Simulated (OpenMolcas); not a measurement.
# SnH2F (SMILES [F][SnH2]): levels of theory compared

Aim: a comparison of 3 runs (UHF/3-21G, USVWN5/def2-TZVPP, UTPSS/def2-TZVPP) of SnH2F. 

Program for the calculation: OpenMolcas 26.06.

## (1) The system as given

SnH2F: 4 atoms, total charge 0, spin state doublet. As SMILES, `[F][SnH2]`. Geometry: relaxed at PBE0-D4/def2-TZVP.

Bond lengths: F1–Sn2 1.932 Å, Sn2–H3 1.726 Å, Sn2–H4 1.726 Å. Angles: F1–Sn2–H3 103.3°, F1–Sn2–H4 103.3°, H3–Sn2–H4 113.3°.

## (2) Energy and gradient at UHF/3-21G (run 1)

calc.input

```
* FH2Sn Hartree-Fock
>>> EXPORT MOLCAS_PRINT=2
&GATEWAY
BasLib=$CurrDir
Coord
4
angstrom
F       -1.552600      -0.190000       0.640700
Sn       0.028300      -0.242200      -0.468300
H        1.184100      -1.054400       0.524100
H        0.395700       1.426200      -0.716700
Basis=3-21G
Group=NoSym
&SEWARD
&SCF
UHF
Spin=2
Thresholds=1e-10 1e-07 1e-07 1e-05
PrOrbitals=1 2
&ALASKA
```

The basis set 3-21G is read from a file made from the Basis Set Exchange's data (not shown).

Run with:

```
$ export MOLCAS_MEM=1860
$ pymolcas calc.input > calc.log
```

Standard output:

```text
--- Start Module: gateway ---
[...]
--- Stop Module: gateway /rc=_RC_ALL_IS_WELL_ ---
[...]
      Basis functions           44
[...]
--- Start Module: scf ---
[...]
       Convergence after  15 Iterations
[...]
::    Total SCF energy                              -6096.3234508408
[...]
      Total spin, S                                     0.5010235909
[...]
      Total electronic charge=   61.000000
      Total            charge=   -0.000000
[...]
      Dipole Moment (debye):
      Origin of the operator (angstrom)=   -0.1739   -0.2290   -0.3135
                   X=  2.0468E+00               Y= -5.3185E-01               Z= -2.3644E+00           Total=  3.1721E+00
      Quadrupole Moment (debye*angstrom):
[...]
--- Stop Module: scf /rc=_RC_ALL_IS_WELL_ ---
--- Start Module: alaska ---
[...]
 *              Molecular gradients               *
 **************************************************
  Irreducible representation: a
 ------------------------------------------------------------------------------------------
                              X                       Y                       Z
 ------------------------------------------------------------------------------------------
  F1               -1.03737745534112E-02    1.92618625004415E-03    1.04475925971670E-02
  SN2               1.93057565262151E-02   -1.84406111847224E-04   -1.26669332383891E-02
  H3               -5.36900493983161E-03    1.97838488869451E-03   -3.12611626569925E-04
  H4               -3.56297703295549E-03   -3.72016502688410E-03    2.53195226777581E-03
 ------------------------------------------------------------------------------------------
--- Stop Module: alaska /rc=_RC_ALL_IS_WELL_ ---
[...]
```

Run time: 2.3 s. Hardware: 1 thread of Arm Neoverse V2, shared host; peak memory 0.38 GiB.

## (3) Energy and forces at USVWN5/def2-TZVPP (core potential) (run 2)

mol.input

```
* FH2Sn Kohn-Sham DFT

&GATEWAY
 BasLib=$CurrDir
 Coord
 4
 angstrom
 F       -1.552600      -0.190000       0.640700
 Sn       0.028300      -0.242200      -0.468300
 H        1.184100      -1.054400       0.524100
 H        0.395700       1.426200      -0.716700
 Basis=def2-TZVPP
 Group=NoSym

&SEWARD
 GridInput
 Grid=UltraFine
 End of Grid

&SCF
 UHF
 Spin=2
 KSDFT=SVWN5
 Thresholds=1e-10 1e-07 1e-07 1e-05
 PrOrbitals=1 2

&ALASKA
```

The basis set def2-TZVPP is read from a file made from the Basis Set Exchange's data (not shown).

Run with:

```
$ export MOLCAS_MEM=1860
$ pymolcas mol.input > mol.log
```

Standard output:

```text
--- Start Module: gateway ---
[...]
--- Stop Module: gateway /rc=_RC_ALL_IS_WELL_ ---
[...]
      Basis functions          109
[...]
--- Start Module: scf ---
[...]
       Convergence after  17 Iterations
[...]
::    Total KS-DFT energy                            -314.3858133578
[...]
      Total spin, S                                     0.5004054892
[...]
      Total electronic charge=   33.000000
      Total            charge=   -0.000000
[...]
      Dipole Moment (debye):
      Origin of the operator (angstrom)=   -0.1739   -0.2290   -0.3135
                   X=  2.0222E+00               Y= -1.3606E-01               Z= -1.5573E+00           Total=  2.5559E+00
      Quadrupole Moment (debye*angstrom):
[...]
--- Stop Module: scf /rc=_RC_ALL_IS_WELL_ ---
[...]
--- Start Module: alaska ---
[...]
 *              Molecular gradients               *
 **************************************************
  Irreducible representation: a
 ------------------------------------------------------------------------------------------
                              X                       Y                       Z
 ------------------------------------------------------------------------------------------
  F1               -1.10064120119979E-03   -2.39639641590128E-04    2.23096831980740E-04
  SN2               1.99760309553021E-03    1.32413900666606E-03    1.35306432088633E-03
  H3               -9.38984421067435E-04    1.00838581182083E-03   -1.56128660714194E-03
  H4                4.20225266594132E-05   -2.09288517690265E-03   -1.48745457279054E-05
 ------------------------------------------------------------------------------------------
--- Stop Module: alaska /rc=_RC_ALL_IS_WELL_ ---
[...]
```

It took 28 s on 1 thread of Arm Neoverse V2, shared host; peak memory 0.64 GiB.

## (4) A single-point energy at UTPSS/def2-TZVPP (core potential) (run 3)

test.inp

```
&gateway
  baslib = $CurrDir
  basisset
  F.def2-TZVPP....
  F1 -1.552600 -0.190000 0.640700 angstrom
  End of Basis
  basisset
  Sn.def2-TZVPP....
  Sn2 0.028300 -0.242200 -0.468300 angstrom
  End of Basis
  basisset
  H.def2-TZVPP....
  H3 1.184100 -1.054400 0.524100 angstrom
  H4 0.395700 1.426200 -0.716700 angstrom
  End of Basis

&seward
  gridinput
  Grid=UltraFine
  End of Grid

&scf
  uhf
  spin = 2
  ksdft = 2
  1.0 MGGA_X_TPSS
  1.0 MGGA_C_TPSS
  thresholds = 1e-10 1e-07 1e-07 1e-05
  prorbitals = 1 2
```

The basis set def2-TZVPP is read from a file made from the Basis Set Exchange's data (not shown).

Run with:

```
$ export MOLCAS_MEM=1860
$ pymolcas test.inp > test.log
```

Standard output:

```text
--- Start Module: gateway ---
[...]
--- Stop Module: gateway /rc=_RC_ALL_IS_WELL_ ---
--- Start Module: seward ---
[...]
      Basis functions          109
--- Stop Module: seward /rc=_RC_ALL_IS_WELL_ ---
[...]
--- Start Module: scf ---
[...]
       Convergence after  20 Iterations
[...]
::    Total KS-DFT energy                            -315.2967527618
[...]
      Total spin, S                                     0.5010856740
[...]
      Total electronic charge=   33.000000
      Total            charge=   -0.000000
[...]
      Dipole Moment (debye):
      Origin of the operator (angstrom)=   -0.1739   -0.2290   -0.3135
                   X=  1.8837E+00               Y= -2.0647E-01               Z= -1.6101E+00           Total=  2.4867E+00
      Quadrupole Moment (debye*angstrom):
[...]
--- Stop Module: scf /rc=_RC_ALL_IS_WELL_ ---
[...]
```

Run time: 58 s. Hardware: 1 thread of Arm Neoverse V2, shared host; peak memory 0.64 GiB.

## (5) The series

```tsv
run	level	integration grid	task	energy (Eh)	dipole moment (D)	HOMO energy (eV)	LUMO energy (eV)	wall time
1	UHF/3-21G	–	gradient	-6096.323451	3.17	-8.98	-0.03	2.3 s
2	USVWN5/def2-TZVPP (core potential)	UltraFine	gradient	-314.385813	2.56	-5.65	-4.80	28 s
3	UTPSS/def2-TZVPP (core potential)	UltraFine	energy	-315.296753	2.49	-5.74	-4.41	58 s
```

## (6) Results

| quantity | value |
| --- | --- |
| run 3: total energy | -315.29675 Eh |
| run 3: dipole moment | 2.49 D |
| run 3: HOMO energy (highest over α and β) | -5.74 eV |
| run 3: LUMO energy (lowest over α and β) | -4.41 eV |
| run 3: ⟨S²⟩ | 0.752 |

The dipole moment (its size) runs from 2.49 D (UTPSS/def2-TZVPP) to 3.17 D (UHF/3-21G). The two ends differ in method and basis and core potential. Totals of different functionals can't be ranked against each other. Some runs of one species differ in core potentials or relativity; totals across that change don't compare. In run 1 relativity is left out where basis or elements ask for it. All runs together took 88 s, the longest 58 s.
